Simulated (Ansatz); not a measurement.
# RuW3: a trial structure relaxed, part 2 of 2

Where does this trial cell of RuW3 go when cell and atoms are let free?

Ansatz 0.2.0; DFT PBE, scalar-relativistic, plane waves, PAW. The steps go on from the part before.

### 4 Spin check on a coarse mesh

Contents of input.yaml:

```yaml
crystal:
  lattice:
    - [3.3763474573, 0.0, 0.0]
    - [0.0, 3.3763474573, 0.0]
    - [0.0, 0.0, 7.2961813507]
  atoms:
    - { symbol: Ru, position: [0.0, 0.0, 0.5], spin: 1.0 }
    - { symbol: W, position: [0.0, 0.0, 0.834657886] }
    - { symbol: W, position: [0.0, 0.0, 0.165342114] }
    - { symbol: W, position: [0.5, 0.5, 0.5] }
basis:
  ecutwfc: 420
kpoints:
  mp_grid: { grid: [6, 6, 4] }
hamiltonian:
  xc: pbe
scf:
  occupations: { method: gaussian, width: 0.1 }
  lower_state_search: "off"
output:
  forces: true
  stress: true
  eigenvalues: true
  populations: true
magnetization:
  spin_polarized: true
```

Command:

```console
$ ansatz run input.yaml --threads 1 --pin off --max-ram 2560MiB --backend cpu --events-out ev --progress --plain --runs-dir out
```

The program printed (excerpt; [...] marks lines left out):

```text
[...]
SCF converged after 16 iterations
Magnetization: -0.0000 μB (29.0000 up, 29.0000 down)
Absolute magnetization: 0.0000 μB (∫|ρ↑−ρ↓|, with the PAW one-centre terms)
Spin contamination: 0.0000 ħ² per cell (⟨S²⟩ above its minimum at these occupations)
Per-site moments (μB) at R_I (Å): [(-4.546788525522765e-7, 0.9848182503632497), (-3.3501327502176908e-6, 0.9952519901379936), (-3.3501327501374954e-6, 0.9952519901379936), (3.062479785845827e-6, 0.9848182503632497)]
Free energy (F): -37024.264403 eV
[...]
E sigma→0 (E₀):  -37024.252624 eV
Entropy (-TS):   -0.023558 eV (-5.890 meV/atom)
Fermi energy:    15.786411 eV
[...]
--- Forces (eV/Å), atoms counted from 1 ---
  atom   1  Ru    -0.00000000     0.00000000     0.00000000
  atom   2  W      0.00000000     0.00000000     0.00961445
  atom   3  W      0.00000000     0.00000000    -0.00961445
  atom   4  W      0.00000000    -0.00000000     0.00000000
[...]
--- Stress (GPa, compression-positive) ---
       -0.257048       0.000000       0.000000
        0.000000      -0.257048       0.000000
        0.000000       0.000000       0.062380
  P = ⅓ Tr σ = -0.1506 GPa (-1.506 kbar)
--- Band table (eV; the first three rows and the last of 60) ---
[...]
--- Löwdin populations: 4 sites ---
  site symbol       q [e]    m [muB]
     0     Ru     16.0727    -0.0000
     1      W     13.8618    -0.0000
     2      W     13.8618    -0.0000
     3      W     13.7886     0.0000
  spilling = 0.007156 (of n_electrons = 58.000000)
```

It took 21 s on 1 thread of AMD EPYC 7R43 (Zen 3), shared host; peak memory 0.47 GiB.

Site by site:

| atom | Löwdin electrons |
| --- | --- |
| Ru1 | 16.07 |
| W2 | 13.86 |
| W3 | 13.86 |
| W4 | 13.79 |

The Löwdin counts miss 0.42 of the 58 electrons, which the atomic orbitals do not span, so they are no charges.

The same cell is solved with trial moments on Ru. The largest site moment that stays is 0.00 μB and the cell's total 0.00 μB. The workflow keeps spin only above 0.25 μB on a site, so the next run goes without spin.

### 5 Final relaxation

The end of the coarse run is made exact in the group found at a tolerance of 0.06 Å and reduced to its primitive cell.

Contents of input.yaml:

```yaml
crystal:
  lattice:
    - [3.3763474573, 0.0, 0.0]
    - [0.0, 3.3763474573, 0.0]
    - [0.0, 0.0, 7.2961813507]
  atoms:
    - { symbol: Ru, position: [0.0, 0.0, 0.5] }
    - { symbol: W, position: [0.0, 0.0, 0.834657886] }
    - { symbol: W, position: [0.0, 0.0, 0.165342114] }
    - { symbol: W, position: [0.5, 0.5, 0.5] }
basis:
  ecutwfc: 420
kpoints:
  mp_grid: { grid: [14, 14, 6] }
hamiltonian:
  xc: pbe
scf:
  occupations: { method: gaussian, width: 0.1 }
output:
  forces: true
  stress: true
  eigenvalues: true
  write_density: true
  write_potential: true
  elf: true
  volumetric_format: npy
relax:
  adjacent_minimum: "off"
  f_tol: 0.01
  max_steps: 80
  cell: { stress_tol: 0.05 }
```

Command:

```console
$ ansatz run input.yaml --threads 1 --pin off --max-ram 2560MiB --backend cpu --events-out ev --progress --plain --runs-dir out
```

The program printed (excerpt; [...] marks lines left out):

```text
Warning: RAYON_NUM_THREADS=1 ignored (pool sized by the plan → 1); use --threads N
[...]
[... 4 set-up lines as earlier in the session ...]
[...]
Crystal: 4 atoms, lattice volume = 83.174 Å³
Basis set: ecut = 420 eV, 1641 PW (Γ), exchange–correlation on 48×48×100 points (8 copies of the dense FFT grid, shifted against one another)
Bands: 35, of which v1, the nominal top of the filled ones, is band 29 counted from 1 (28 counted from 0)
[... 1 set-up line as earlier in the session ...]
Space group: P4/mmm (ITA 123), of the structure as read, at distance tolerance 4.4e-5 Å
k-points: 144 of 1176
[...]
SCF iter   1: F=—  HF=-37024.302653 eV  |F-HF|=—  |Δ(HF+E_count)|=         —  Δρ=1.25e-2  dr2=5.56e-1  ethr=1.77e-3  ⟨swp⟩=4.5  Hψ=19758  notcnv=0
[...]
  atom   4  W     -0.00000000    -0.00000000     0.00000000
[...]
--- Stress (GPa, compression-positive) ---
       -0.007474      -0.000000       0.000000
       -0.000000      -0.007474       0.000000
        0.000000       0.000000       0.026746
  P = ⅓ Tr σ = 0.0039 GPa (0.039 kbar)
--- Band table (eV; the first three rows and the last of 144) ---
[...]
--- Relaxed structure (4 steps of the walk, 4 accepted, 1 SCFs on fresh bases) ---
  F+E_penalty+E_count = -37024.26445920 eV   max|allowed force component| = 5.889e-4 eV/Å   (the final SCF, on the basis selected at the relaxed cell)
  cell:  # Å, volume = 82.7140 Å³
    - [3.369200771246699, 1.9551960090016927e-34, 0.0]
    - [1.9551960090016927e-34, 3.369200771246699, 0.0]
    - [0.0, 0.0, 7.286602912534281]
  atoms:
    - { symbol: Ru, position: [1.1315057731728534e-37, 1.9148559238309828e-38, 0.5000000000000001] }
    - { symbol: W, position: [3.986381877793592e-37, 4.0037896589193273e-38, 0.83694185418529] }
    - { symbol: W, position: [5.379004367852488e-37, 1.2185446788015345e-38, 0.16305814581471026] }
    - { symbol: W, position: [0.5, 0.5, 0.5000000000000001] }
```

It took 2.3 min on 1 thread of AMD EPYC 7R43 (Zen 3), shared host; peak memory 0.6 GiB.

Step by step:

| step | energy from step 1 (eV/cell) | largest force component (eV/Å) | pressure (GPa) | volume (Å³) |
| --- | --- | --- | --- | --- |
| 1 | 0.0000 | 0.2892 | -0.91 | 83.17 |
| 2 | -0.0051 | 0.0974 | 0.78 | 82.35 |
| 3 | -0.0063 | 0.0364 | 0.16 | 82.64 |
| 4 | -0.0064 | 0.0006 | 0.00 | 82.71 |
| 5 | -0.0062 | 0.0006 | 0.00 | 82.71 |

Step 1 is the start. Step 5 repeats the geometry before it on a plane-wave basis chosen anew for that cell, so its energy need not be comparable with the rows above.

|  | before | after | change |
| --- | --- | --- | --- |
| a (Å) | 3.376 | 3.369 | -0.2 % |
| b (Å) | 3.376 | 3.369 | -0.2 % |
| c (Å) | 7.296 | 7.287 | -0.1 % |
| volume (Å³/atom) | 20.79 | 20.68 | -0.6 % |
| shortest distance (Å) | 2.387 | 2.376 | -0.5 % |
| space group (0.01 Å) | P4/mmm | P4/mmm | same |

The run keeps the 16 symmetry operations of the start, so it could not have lowered the symmetry.

Density in a lattice plane of the grid's cell (edges 3.37 and 7.29 Å, at 0.000 of the third edge), which holds Ru and W.

Ten even steps from '0' (0.13 e/Å³) to '9' (10.14 e/Å³):
```
110000000001
442000000024
343100000134
443100000134
321000000012
000000000000
000000000000
220000000002
863000000036
985100000158
863000000036
220000000002
000000000000
000000000000
321000000012
443100000134
343100000134
442000000024
110000000001
000000000000
```
Columns run along the first of these edges and rows up along the second, over one cell in 12 and 20 even steps from the bottom left corner. Atoms in the plane (fractional): Ru at (0.00, 0.50), W at (0.00, 0.84), W at (0.00, 0.16).

ELF in the same plane.

Ten even steps from '0' (0.06) to '9' (0.72):
```
664344544346
898434543489
049734643794
379634543697
986223432268
443233333234
333333333333
764233333246
787434443478
268534543586
787434443478
764233333246
333333333333
443233333234
986223432268
379634543697
049734643794
898434543489
664344544346
345665556654
```
Columns run along the first of these edges and rows up along the second, over one cell in 12 and 20 even steps from the bottom left corner. Atoms in the plane (fractional): Ru at (0.00, 0.50), W at (0.00, 0.84), W at (0.00, 0.16).

Both are smooth fields of the valence electrons: close to the nuclei they are not physical.

Outside the cores ELF peaks at 0.48 between the atoms, 1.6 Å from W.

### 6 Variant: hubbard.sites [{species: W, l: d, u_eff: 5.0}], hubbard.double_counting fll, pseudopotentials.kind nc, pseudopotentials.accuracy standard, eigensolver.kind davidson

Contents of input.yaml:

```yaml
crystal:
  lattice:
    - [3.3692007712, 0.0, 0.0]
    - [0.0, 3.3692007712, 0.0]
    - [0.0, 0.0, 7.2866029125]
  atoms:
    - { symbol: Ru, position: [0.0, 0.0, 0.5] }
    - { symbol: W, position: [0.0, 0.0, 0.8369418542] }
    - { symbol: W, position: [0.0, 0.0, 0.1630581458] }
    - { symbol: W, position: [0.5, 0.5, 0.5] }
basis:
  ecutwfc: 420
kpoints:
  mp_grid: { grid: [14, 14, 6] }
hamiltonian:
  xc: pbe
  hubbard: { sites: [{ species: W, l: d, u_eff: 5.0 }], double_counting: fll }
  pseudopotentials: { kind: nc, accuracy: standard }
scf:
  occupations: { method: gaussian, width: 0.1 }
  eigensolver: { kind: davidson }
output:
  forces: true
  eigenvalues: true
  stress: true
```

Command:

```console
$ ansatz run input.yaml --threads 1 --pin off --max-ram 2560MiB --backend cpu --events-out ev --progress --plain --runs-dir out
```

The program printed (excerpt; [...] marks lines left out):

```text
Warning: basis.ecutwfc = 420 eV is below the records' recommended 1142.878222 eV, and the density's cutoff is lower with it unless basis.ecutrho_ratio is high enough to keep the records' density cutoff: compare with a run at a higher cutoff
Warning: RAYON_NUM_THREADS=1 ignored (pool sized by the plan → 1); use --threads N
[...]
Pseudopotentials: kind: nc
Pseudopotential: Ru, nc, valence charge 16, recommended cutoff 1142.878222 eV (normal), Ru.nc.azcp (PseudoDojo's, or run here from an input of PseudoDojo's; its table is named by hamiltonian.pseudopotentials.accuracy)
Pseudopotential: W, nc, valence charge 14, recommended cutoff 1006.821291 eV (normal), W.nc.azcp (PseudoDojo's, or run here from an input of PseudoDojo's; its table is named by hamiltonian.pseudopotentials.accuracy)
[... 1 set-up line as earlier in the session ...]
[...]
davidson cushion auto → on  (block headroom 6 < Hubbard manifold empty extent 9; pin scf.eigensolver.cushion to override)
Crystal: 4 atoms, lattice volume = 82.714 Å³
[...]
[... 1 set-up line as earlier in the session ...]
k-points: 144 of 1176
[...]
SCF iter   1: F=—  HF=-8896.617722 eV  |F-HF|=—  |Δ(HF+E_count)|=         —  Δρ=1.03e-1  dr2=9.55e0  ethr=1.63e-2  ⟨swp⟩=2.4  Hψ=26198  notcnv=0
[...]
SCF iter  13: F=-8896.486454 eV  HF=-8896.486454 eV  |F-HF|=1.18e-9  |Δ(HF+E_count)|=   1.23e-7  Δρ=3.75e-6  dr2=1.06e-8  ethr=4.19e-10  ⟨swp⟩=3.1  Hψ=10563  notcnv=0
[...]
SCF converged after 13 iterations
Free energy (F): -8896.486454 eV
[...]
E sigma→0 (E₀):  -8896.477183 eV
Entropy (-TS):   -0.018541 eV (-4.635 meV/atom)
Fermi energy:    16.169651 eV
[...]
--- Forces (eV/Å), atoms counted from 1 ---
  atom   1  Ru    -0.00000000     0.00000000     0.00000000
  atom   2  W      0.00000000     0.00000000     0.64076334
  atom   3  W      0.00000000     0.00000000    -0.64076334
  atom   4  W      0.00000000     0.00000000     0.00000000
[...]
--- Stress (GPa, compression-positive) ---
        9.145310       0.000000       0.000000
        0.000000       9.145310       0.000000
        0.000000       0.000000      12.678096
  P = ⅓ Tr σ = 10.3229 GPa (103.229 kbar)
--- Band table (eV; the first three rows and the last of 144) ---
[...]
Occupation matrices written to <dir>
```

It took 58 s on 1 thread of AMD EPYC 7R43 (Zen 3), shared host; peak memory 0.82 GiB.

| run | ending | energy change | pressure (GPa) | gap (eV) | force (eV/Å) | cycles | time |
| --- | --- | --- | --- | --- | --- | --- | --- |
| step 5 | converged | - | 0.0 | 0.00 | 0.00 | - | 2.3 min |
| variant | converged | not comparable | 10.3 | 0.00 | 0.64 | 13 | 58 s |

After a change of potentials the difference of the totals has no physical meaning; the pressure goes from 0.0 to 10.3 GPa and the largest force goes from 0.00 to 0.64 eV/Å. The Hubbard U changed too. The cutoff is far under what these potentials recommend, so these values carry a basis error that can be large.

### 7 Results

What follows sums up all 2 parts. Changes of volume or cell count from the first structure of part 1.

| quantity | value |
| --- | --- |
| symmetry at the end (tolerance 0.05 Å) | space group P4/mmm (No. 123) |
| conventional cell | a = 3.369 Å, b = 3.369 Å, c = 7.287 Å, α = 90.00°, β = 90.00°, γ = 90.00° |
| volume | 20.68 Å³/atom |
| energy over the elements | +2.23 eV/atom |
| gap on the mesh | none (metal) |

What this shows: The space group P4/mmm (No. 123) is kept, and the volume per atom grows by 19.8 % from the first guess. With a positive formation energy it can't be a ground state. No finished test with a distortion of lower symmetry is shown, so the end may be a saddle point. The runs treat W without spin-orbit coupling. Where forces pass 15 eV/Å atoms stand far too close, the PAW spheres overlap strongly and those numbers are rough. Other magnetic orders were not searched.
